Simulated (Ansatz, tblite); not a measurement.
# Si(OH)2Me2 (C₂H₈O₂Si): one state, many levels

One table from this session's results is given with a row withheld; the runs are named, their logs left out.

The runs use Ansatz 0.2.0, Gaussian basis; as each input shows.

Levels to be run: GFN1-xTB, GFN2-xTB, PBE-D4/def2-TZVP, r2SCAN-D4/def2-TZVP, BHLYP-D4/def2-TZVP, B2PLYP/def2-TZVP, ωB97M-V/def2-TZVP, PBE-D4/def2-SVP, PBE0-D4/def2-SVP, HF/STO-3G, HF/6-31G, B3LYP-D4/6-31G, CCSD(T)/def2-TZVP, RPA/def2-TZVP.

2 further runs of the same task are left out: 2 set aside as unsound or not needed.

**The relaxed structure**

The geometry is that of the singlet, from an earlier relaxation (PBE-D4/def2-SVP).

13 atoms, charge 0, spin multiplicity 1.

Bond lengths: Si1–O2 1.689 Å, Si1–O4 1.689 Å, Si1–C6 1.875 Å, Si1–C10 1.875 Å, O2–H3 0.973 Å, O4–H5 0.973 Å, C6–H7 1.109 Å, C6–H8 1.109 Å, C6–H9 1.109 Å, C10–H11 1.109 Å, C10–H12 1.109 Å, C10–H13 1.109 Å. Angles: O2–Si1–O4 111.0°, O2–Si1–C6 112.0°, O2–Si1–C10 104.3°, O4–Si1–C6 104.3°, O4–Si1–C10 112.0°, C6–Si1–C10 113.4°, Si1–O2–H3 113.9°, Si1–O4–H5 113.9°, Si1–C6–H7 111.2°, Si1–C6–H8 111.0°, Si1–C6–H9 110.8°, H7–C6–H8 108.1°, H7–C6–H9 107.4°, H8–C6–H9 108.1°, Si1–C10–H11 110.8°, Si1–C10–H12 111.2°, Si1–C10–H13 111.0°, H11–C10–H12 107.4° and more.

PBE0-D4/def2-TZVP was run before; its log isn't repeated, and its numbers join the tables.

Set-up of the first run:

Tight binding, by tblite at 300 K electronic temperature and without a spin-polarisation term:

```python
tblite.interface.Calculator('GFN1-xTB', numbers, positions, charge=0, uhf=0).singlepoint()
```

Tight binding, by tblite at 300 K electronic temperature and without a spin-polarisation term:

```python
tblite.interface.Calculator('GFN2-xTB', numbers, positions, charge=0, uhf=0).singlepoint()
```

start.molden holds the orbitals of an earlier run on this state, given as this run's starting guess.

Contents of in.yaml:

```yaml
crystal:
  periodic: [false, false, false]
  atoms:
    - {symbol: Si, position_ang: [0.287619, -0.000052, 0.204065]}
    - {symbol: O, position_ang: [0.262513, -0.078971, 1.890868]}
    - {symbol: H, position_ang: [0.646345, 0.701600, 2.327415]}
    - {symbol: O, position_ang: [1.871819, 0.078744, -0.375820]}
    - {symbol: H, position_ang: [2.410735, -0.701476, -0.156695]}
    - {symbol: C, position_ang: [-0.518482, 1.566199, -0.438179]}
    - {symbol: H, position_ang: [0.045064, 2.467108, -0.119518]}
    - {symbol: H, position_ang: [-1.558361, 1.659548, -0.065305]}
    - {symbol: H, position_ang: [-0.547498, 1.568512, -1.546960]}
    - {symbol: C, position_ang: [-0.584747, -1.566188, -0.345139]}
    - {symbol: H, position_ang: [-1.642135, -1.566522, -0.010213]}
    - {symbol: H, position_ang: [-0.100544, -2.466868, 0.085073]}
    - {symbol: H, position_ang: [-0.572328, -1.661634, -1.449592]}
basis:
  gaussian: {orbitals: def2-TZVP, initial_orbitals: start.molden}
hamiltonian: {xc: pbe, dispersion: d4}
scf: {omitted_lower_state_checks: [starts]}
output: {orbitals: {seedname: orbitals}}
```

Run with:

```
$ ansatz run in.yaml --threads 2 --pin off --events-out ev --progress --plain --max-ram 32768MiB --backend cpu
```

Among the steps run: PBE-D4/def2-TZVP; r2SCAN-D4/def2-TZVP; BHLYP-D4/def2-TZVP; B2PLYP/def2-TZVP; ωB97M-V/def2-TZVP; PBE-D4/def2-SVP; PBE0-D4/def2-SVP; HF/STO-3G; HF/6-31G; B3LYP-D4/6-31G; CCSD(T)/def2-TZVP; RPA/def2-TZVP.

One of the session's tables, all rows but one given; the rest of the session is left out.

It belongs to the step «Binding energy». 

```
             method  binding an atom (eV)
          HF/STO-3G                 3.398
           HF/6-31G                 2.665
       HF/def2-TZVP                 2.988
    PBE-D4/def2-SVP                 4.085
   PBE-D4/def2-TZVP                 4.096
r2SCAN-D4/def2-TZVP                 4.056
     B3LYP-D4/6-31G                 3.780
   PBE0-D4/def2-SVP                 4.020
  PBE0-D4/def2-TZVP                     ?
 BHLYP-D4/def2-TZVP                 3.929
  ωB97M-V/def2-TZVP                 4.060
      MP2/def2-TZVP                 3.973
     CCSD/def2-TZVP                 3.866
  CCSD(T)/def2-TZVP                 3.914
```

Q: Estimate the row for PBE0-D4/def2-TZVP from the others.

The run gave: binding an atom (eV): 4.031. In the column «binding an atom (eV)» it lies between PBE0-D4/def2-SVP (4.020) and r2SCAN-D4/def2-TZVP (4.056).

Limits of these values: Free atoms were run apart at each level; binding is atoms less cluster, divided by the number of atoms, without zero-point or spin-orbit terms.
